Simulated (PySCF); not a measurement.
# CH4Cl2Si: NMR shifts at several levels of theory

Computed with PySCF 2.14.0, with density-fitted response routines of our own, on a single molecule in the gas phase. Atoms are numbered from 0 throughout.

### 1 The starting structure

8 atoms, charge 0, multiplicity 1; geometry from: GFN2-xTB.

Bonds of the start (Å): Cl0–C1 1.79, C1–Si2 1.91, Si2–Cl3 2.01, C1–H4 1.09, C1–H5 1.09, Si2–H6 1.46, Si2–H7 1.46.

### 2 Geometry optimisation at PBE0-D3(BJ)/def2-SVP

The job: settings as JSON, then the geometry in Å.

```
{"job": {"xc": "PBE0", "basis": "def2-SVP", "d3": "d3bj", "grid": 1, "kind": "geom"}, "charge": 0, "multiplicity": 1}
Cl    -2.038570    -1.002450     0.204720
C     -0.893960     0.363580     0.079170
Si     0.885170    -0.319340    -0.090010
Cl     2.114710     1.267070    -0.220600
H     -1.207000     0.951120    -0.782050
H     -1.037630     0.969530     0.972240
H      0.985540    -1.110940    -1.310360
H      1.209850    -1.099740     1.097760
```

The run is started by

```
OMP_NUM_THREADS=1 python probes_run.py task.json out
```

This one command runs all jobs of the session in turn.

Q: Estimate the wall time and peak memory of this first job on 1 thread of Arm Neoverse V2, shared host.

About 10 s, with a peak of 0.35 GiB.
